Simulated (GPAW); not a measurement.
# MgMnCoO4 (P1) in GPAW: single point with LDA

Aim: the single point of MgMnCoO4 with LDA.

All numbers are computed with GPAW 26.7.0; they aren't measurements. Logs are shortened: lines on timing, memory, paths and dates and some standing lists are left out, and cuts for length are marked. The log counts tension as positive stress, the text compression.

## Step 1: Starting point

The typed cell holds 7 atoms: a = 2.931 Å, b = 5.218 Å, c = 5.239 Å, α = 74.12°, β = 88.80°, γ = 87.65°.

The cell comes from a database or a generator and needn't be the stable form of this composition.

## Step 2: Single point, LDA, collinear spin, ferromagnetic start

run.py

```python
from ase import Atoms
from ase.dft.bandgap import bandgap
from ase.io import write
from ase.units import GPa
from gpaw import GPAW, PW

atoms = Atoms(['Co', 'Mn', 'Mg', 'O', 'O', 'O', 'O'],
              cell=[[2.931000206, 0.0, 0.0],
                    [0.2141127943, 5.2136631061, 0.0],
                    [0.1098687336, 1.4299112562, 5.0392798726]],
              scaled_positions=[[0.96320796, 0.57790838, 0.58702838],
                                [0.50692579, 0.96815776, 0.96722393],
                                [0.47398835, 0.30014814, 0.29112471],
                                [0.49359182, 0.28676087, 0.67303999],
                                [0.99131377, 0.14166967, 0.13122626],
                                [0.02403382, 0.81668766, 0.81986573],
                                [0.5099655, 0.6799395, 0.287873]],
              pbc=True)
atoms.set_initial_magnetic_moments([3.0, 5.0, 0.0, 0.0, 0.0, 0.0, 0.0])

calc = GPAW(mode=PW(600),
            xc='LDA',
            kpts={'size': (4, 3, 3), 'gamma': True},
            occupations={'name': 'fermi-dirac', 'width': 0.05},
            nbands=51,
            maxiter=120,
            txt='gpaw.txt')
atoms.calc = calc
energy = atoms.get_potential_energy()
forces = atoms.get_forces()
stress = atoms.get_stress()
calc.write('gs.gpw')
write('result.traj', atoms)
print(f'Energy: {energy:.6f} eV')
print('Forces (eV/A):')
print(forces.round(4))
print('Stress (GPa):', (stress / GPa).round(3))
print('Moments:', calc.get_magnetic_moments().round(3))
print('Fermi level:', round(calc.get_fermi_level(), 4), 'eV')
print(f'Gap: {bandgap(calc)[0]:.4f} eV, direct: {bandgap(calc, direct=True)[0]:.4f} eV')
```

Potentials or basis: the program's PAW data sets (release 1.2.1) made for this functional, pw.

Launch:

```sh
$ OMP_NUM_THREADS=1 python run.py
```

gpaw.txt:

```text
__  _  _
 | _ |_)|_||  |
 |__||  | ||/\| - 26.7.0

Input parameters:
  mode=PW(ecut=600.0),
  kpts=MonkhorstPack(size=(4, 3, 3), gamma=True),
  maxiter=120,
  nbands=51,
  occupations=Occupations(name='fermi-dirac', width=0.05),
  xc=XC(name='LDA')

Diagonalizing LCAO Hamiltonian
Converting LCAO to pw mode

              Mn
          O

           O   Co
            O

          Mg
             O

Atoms  # Å, Bohr magnetons
|   | symbol |        x |        y |        z |    initial magnetic moments |
|---|--------|----------|----------|----------|-----------------------------|
| 0 |     Co | 3.011396 | 3.852418 | 2.958200 | ( 0.0000,  0.0000,  3.0000) |
| 1 |     Mn | 1.799362 | 6.430693 | 4.874112 | ( 0.0000,  0.0000,  5.0000) |
| 2 |     Mg | 1.485511 | 1.981154 | 1.467059 | ( 0.0000,  0.0000,  0.0000) |
| 3 |      O | 1.582063 | 2.457462 | 3.391637 | ( 0.0000,  0.0000,  0.0000) |
| 4 |      O | 2.950292 | 0.926260 | 0.661286 | ( 0.0000,  0.0000,  0.0000) |
| 5 |      O | 0.335384 | 5.430270 | 4.131533 | ( 0.0000,  0.0000,  0.0000) |
| 6 |      O | 1.671921 | 3.956608 | 1.450673 | ( 0.0000,  0.0000,  0.0000) |

Unit cell  # Å
| periodic |        x |        y |        z |  lengths |    angles |
|----------|----------|----------|----------|----------|-----------|
|      yes | 2.931000 | 0.000000 | 0.000000 | 2.931000 | 74.124560 |
|      yes | 0.214113 | 5.213663 | 0.000000 | 5.218058 | 88.798430 |
|      yes | 0.109869 | 1.429911 | 5.039280 | 5.239376 | 87.648320 |

Number of symmetries: 1
Symmetry operations  # r_c * U_cc + t_c -> r_c
|   | kind |            matrix            |
|---|------|------------------------------|
| 0 |  E   |  1, 0, 0,  0, 1, 0,  0, 0, 1 |

BZ-sampling:
  Number of BZ points: 36
  Number of IBZ points: 19

  Monkhorst-Pack size: [4, 3, 3]
  Monkhorst-Pack shift: [0.125, 0.0, 0.0]

K-points  # in reciprocal-cell coordinates
|     |                                coordinates |     weight |
|-----|--------------------------------------------|------------|
|   0 | (  0.00000000,   0.00000000,   0.00000000) | 0.02777778 |
|   1 | (  0.00000000,   0.00000000,   0.33333333) | 0.05555556 |
|   2 | (  0.00000000,   0.33333333,  -0.33333333) | 0.05555556 |
|   3 | (  0.00000000,   0.33333333,   0.00000000) | 0.05555556 |
|   4 | (  0.00000000,   0.33333333,   0.33333333) | 0.05555556 |
|   5 | (  0.25000000,  -0.33333333,  -0.33333333) | 0.05555556 |
|   6 | (  0.25000000,  -0.33333333,   0.00000000) | 0.05555556 |
|   7 | (  0.25000000,  -0.33333333,   0.33333333) | 0.05555556 |
|   8 | (  0.25000000,   0.00000000,  -0.33333333) | 0.05555556 |
|   9 | (  0.25000000,   0.00000000,   0.00000000) | 0.05555556 |
| ... |                                            |            |
|  18 | (  0.50000000,   0.33333333,   0.33333333) | 0.05555556 |

Plane wave coefficients: 2594
Cutoff: 600.0 eV

Spin-components: 2 (collinear spins)
Bands:           51
Projectors:      37
Spin-degeneracy: 1
Datatype:        complex128

Parallelization:
  kpt:    1
  domain: 1
  band:   1

Density:
  Valence electrons: 58.0
  Components: 2
  Grid points: [18 30 30]
  Charge: 0.0  # |e|

Potential:
  Grid points: [18 30 30]

species:
  Co:
    name:    Cobalt
    Z:       27.0
    valence: 9
    core:    18
    charge:  0.0  # [|e|]
    compensation charges:
      type: gauss
      rc: 0.32  # [Å]
      lmax: 2
    cutoffs:
      filter: 1.87  # [Å]
      core: 2.55  # [Å]
    projectors
    | kind |    occ | energy [eV] | rcut [Å] |
    |------|--------|-------------|----------|
    |   4s |  2.000 |      -5.672 |    1.005 |
    |   4p |  0.000 |      -1.387 |    1.058 |
    |   3d |  7.000 |      -8.461 |    1.005 |
    |    s |        |      21.539 |    1.005 |
    |    p |        |      25.825 |    1.058 |
    |    d |        |      18.750 |    1.005 |

    Using partial waves for Co as LCAO basis

  Mn:
    name:    Manganese
    Z:       25.0
    valence: 15
    core:    10
    charge:  0.0  # [|e|]
    compensation charges:
      type: gauss
      rc: 0.38  # [Å]
      lmax: 2
    cutoffs:
      filter: 2.14  # [Å]
      core: 0.86  # [Å]
    projectors
    | kind |    occ | energy [eV] | rcut [Å] |
    |------|--------|-------------|----------|
    |   3s |  2.000 |     -85.387 |    1.275 |
    |   4s |  2.000 |      -5.282 |    1.275 |
    |   3p |  6.000 |     -54.493 |    1.281 |
    |   4p |  0.000 |      -1.471 |    1.281 |
    |   3d |  5.000 |      -7.009 |    1.138 |
    |    d |        |      20.203 |    1.138 |

    Using partial waves for Mn as LCAO basis

  Mg:
    name:    Magnesium
    Z:       12.0
    valence: 10
    core:    2
    charge:  0.0  # [|e|]
    compensation charges:
      type: gauss
      rc: 0.33  # [Å]
      lmax: 2
    cutoffs:
      filter: 1.86  # [Å]
      core: 0.54  # [Å]
    projectors
    | kind |    occ | energy [eV] | rcut [Å] |
    |------|--------|-------------|----------|
    |   2s |  2.000 |     -79.291 |    1.090 |
    |   3s |  2.000 |      -4.782 |    1.090 |
    |   2p |  6.000 |     -46.725 |    1.085 |
    |   3p |  0.000 |      -1.374 |    1.085 |
    |    d |        |       0.000 |    1.037 |

    Using partial waves for Mg as LCAO basis

  O:
    name:    Oxygen
    Z:       8.0
    valence: 6
    core:    2
    charge:  0.0  # [|e|]
    compensation charges:
      type: gauss
      rc: 0.21  # [Å]
      lmax: 2
    cutoffs:
      filter: 1.17  # [Å]
      core: 0.83  # [Å]
    projectors
    | kind |    occ | energy [eV] | rcut [Å] |
    |------|--------|-------------|----------|
    |   2s |  2.000 |     -23.752 |    0.688 |
    |   2p |  4.000 |      -9.195 |    0.598 |
    |    s |        |       3.459 |    0.688 |
    |    p |        |      18.016 |    0.598 |
    |    d |        |       0.000 |    0.619 |

    Using partial waves for O as LCAO basis

Reference energy: -82832.600968  # eV

eigensolver:
  PPCG
  Converge bands: occupied
  niter=2

density mixing:
  MSR1-Mixer
  Pratt-step length: 0.05
  Maximum mixing coefficient: 0.75
  Old densities: 10
  SVD Regularization: 0.005
  Good broyden scale: 1.0
  Trust region scale: 1.0
  Backstep threshold: 4.0
  History deletion threshold: 6.0
  Fourier metric: weight=20.0, sigma=0.015

occupation numbers:
  Fermi-Dirac:
    width: 0.0500  # eV

poisson solver:
  ecut: 4800.0  # eV

xc functional:
  name: None

convergence criteria:
- Maximum [total energy] change in last 3 cyles: 0.0005 eV / valence electron
- Maximum integral of absolute [dens]ity change: 0.0001 electrons / valence electron
- Maximum integral of absolute [eigenst]ate change: 4e-08 eV^2 / valence electron
maximum number of iterations: 120

SCF iterations
|iter     | |      energy | eigst |  dens |  magmom |
|---------|-|-------------|-------|-------|---------|
|iter:   1| |  -60.063849 | +0.27 |       |  +8.0067|
|iter:   2| |  -58.302767 | -1.44 | -0.81 |  +7.9225|
|iter:   3| |  -63.060652 | -0.79 | -0.88 |  +7.8389|
|iter:   4| |  -55.660599 | -1.51 | -0.60 |  +7.5519|
|iter:   5| |  -55.422556 | -2.24 | -1.07 |  +7.4218|
|iter:   6| |  -55.488430 | -2.11 | -1.16 |  +6.9368|
|iter:   7| |  -55.653018 | -2.64 | -1.37 |  +6.2221|
|iter:   8| |  -55.674485 | -3.16 | -1.76 |  +6.1078|
|iter:   9| |  -55.684797 | -3.48 | -1.99 |  +6.0354|
|iter:  10| |  -55.697790c| -3.60 | -2.21 |  +5.8998|
|iter:  11| |  -55.696257c| -3.76 | -2.36 |  +5.9549|
|iter:  12| |  -55.695602c| -4.37 | -2.51 |  +5.9343|
|iter:  13| |  -55.695610c| -5.29 | -3.20 |  +5.9370|
|iter:  14| |  -55.695561c| -5.55 | -3.37 |  +5.9402|
|iter:  15| |  -55.695557c| -6.95 | -3.76 |  +5.9404|
|iter:  16| |  -55.695545c| -7.27 | -4.07c|  +5.9409|
|iter:  17| |  -55.695548c| -7.96c| -4.36c|  +5.9408|

Converged in 17 steps
Energy contributions relative to reference atoms: (reference = -82832.600968)

Energy contributions:
  Kinetic:          31.382411
  Coulomb:         -32.723590
  Zero:              0.473939
  External:          0.000000
  Xc:              -54.807278
  Entropy:          -0.042061
  Spinorbit:         0.000000
  ----------------------------
  Free energy:     -55.716578
  Extrapolated:    -55.695548

dipole moment: (8.011038, 11.028857, 8.084654)  # |e|*Ang

Total magnetic moment: (0.000000, 0.000000, 5.940816)

Local magnetic moments
|        x |        y |        z |
|----------|----------|----------|
| 0.000000 | 0.000000 | 2.486064 |  # Co   0
| 0.000000 | 0.000000 | 2.558075 |  # Mn   1
| 0.000000 | 0.000000 | 0.002443 |  # Mg   2
| 0.000000 | 0.000000 | 0.161239 |  # O    3
| 0.000000 | 0.000000 | 0.030917 |  # O    4
| 0.000000 | 0.000000 | 0.099813 |  # O    5
| 0.000000 | 0.000000 | 0.162554 |  # O    6

Fermi level: 5.198
Eigenvalues  # (at kpt = [0.000, 0.000, 0.000])
| band index |      eig [eV] | occ [0-1] |      eig [eV] | occ [0-1] |
|------------|---------------|-----------|---------------|-----------|
|          0 |       -75.685 |     1.000 |       -72.862 |     1.000 |
|        ... |               |           |               |           |
|         21 |         1.885 |     1.000 |         2.499 |     1.000 |
|         22 |         1.986 |     1.000 |         3.235 |     1.000 |
|         23 |         2.559 |     1.000 |         3.650 |     1.000 |
|         24 |         2.782 |     1.000 |         4.461 |     1.000 |
|         25 |         2.928 |     1.000 |         5.065 |     0.934 |
|         26 |         3.283 |     1.000 |         5.257 |     0.234 |
[... 8 lines left out ...]
|         35 |        11.898 |     0.000 |        12.354 |     0.000 |
|         36 |        12.804 |     0.000 |        13.032 |     0.000 |
|        ... |               |           |               |           |
|         50 |        24.642 |     0.000 |        25.099 |     0.000 |

No gap
No difference between direct/indirect transitions

Forces  # eV/Ang
|        x |        y |        z |
|----------|----------|----------|
|  0.15967 |  0.02708 | -0.03899 |  # Co   0
|  0.01510 | -0.02022 |  0.01046 |  # Mn   1
|  0.01743 | -0.24587 | -0.19671 |  # Mg   2
| -0.01864 |  0.26670 |  0.17380 |  # O    3
| -0.04504 | -0.31207 | -0.21107 |  # O    4
| -0.25232 |  0.08337 |  0.06212 |  # O    5
|  0.12399 |  0.20073 |  0.19992 |  # O    6

Stress tensor  # eV/Ang^3
|        x |        y |        z |
|----------|----------|----------|
| 0.156773 | 0.005407 | 0.006634 |
| 0.005407 | 0.125185 | 0.008764 |
| 0.006634 | 0.008764 | 0.120176 |

# Writing to gs.gpw (mode='')
```

It took 2.4 min on 1 thread of Arm Neoverse V2, shared host; peak memory 0.28 GiB.

What came out:

- Free energy: -55.7166 eV
- Pressure: -21.5 GPa
- Largest force: 0.379 eV/Å
- Band gap on the k mesh: none (metal or under the smearing width)
- Net moment: 5.94 μB per cell
- Site moments: Co +2.49; Mn +2.56; Mg +0.00; O +0.16, +0.03, +0.10 μB

Forces on the atoms (eV/Å):
```
Co   0.160  0.027 -0.039
Mn   0.015 -0.020  0.010
Mg   0.017 -0.246 -0.197
O   -0.019  0.267  0.174
O   -0.045 -0.312 -0.211
O   -0.252  0.083  0.062
O    0.124  0.201  0.200
```

Stress tensor (GPa, compression positive):
```
-25.12  -0.87  -1.06
 -0.87 -20.06  -1.40
 -1.06  -1.40 -19.25
```

Caveat: the k mesh is coarse (spacing up to 0.54 Å⁻¹), so the values aren't converged; the cutoff is short for stress and forces, so pressures can be off by a GPa or more; so large a pressure means that the cell lies far from this level's equilibrium, or that cutoff or potentials fall short; semilocal functionals often make such compounds metallic where correlation or magnetic order opens a gap, which also shifts bond lengths; only a ferromagnetic start was run, and an antiferromagnetic order may lie lower in energy. With open d or f shells a metallic result of LDA can be an artefact of self-interaction; +U or a hybrid may open a gap.
